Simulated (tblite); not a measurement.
# CH7Al2O5: the cost of one run

Computed with tblite 0.8.0 and PySCF 2.14.0; each step states its level. No surroundings beyond the atoms listed, unless a continuum is named. Atoms count from 0, parts from 1.

### Step 1. Starting point

15 atoms, charge 0, multiplicity 2; geometry: distance geometry start.

### Step 2. Relaxing the cluster with GFN2-xTB

The job: settings as JSON, then the geometry in Å.

```
{"job": {"kind": "relax", "xc": "GFN2-xTB", "basis": "xTB"}, "charge": 0, "multiplicity": 2}
O      0.266925    -1.714976    -1.493793
Al    -0.405290    -0.003572    -1.460532
O     -1.435417     0.495675    -2.927646
O      0.894611     1.298871    -1.043999
Al     0.034750     1.697034     0.594159
O      1.063439     1.219493     2.052489
C     -0.679864     3.482985     0.629218
O     -1.286189     0.400733     0.183683
H      0.093837    -2.399443    -2.153498
H     -1.736649     1.373539    -3.150267
H      0.929448     2.074910    -1.646882
H      1.070970     1.659312     2.916121
H     -1.536564     3.648271     1.184110
H     -0.572293     4.030923    -0.227789
H     -1.316116    -0.339821     0.793546
```

Level: GFN2-xTB geometry optimisation, gas phase.

On the command line:

```bash
OMP_NUM_THREADS=1 python cluster_run.py task.json out
```

The driver reads the jobs from task.json and runs them one after another.

Q: Estimate the wall time of this first job on 1 thread of Arm Neoverse N1, shared host.

About 3 s.
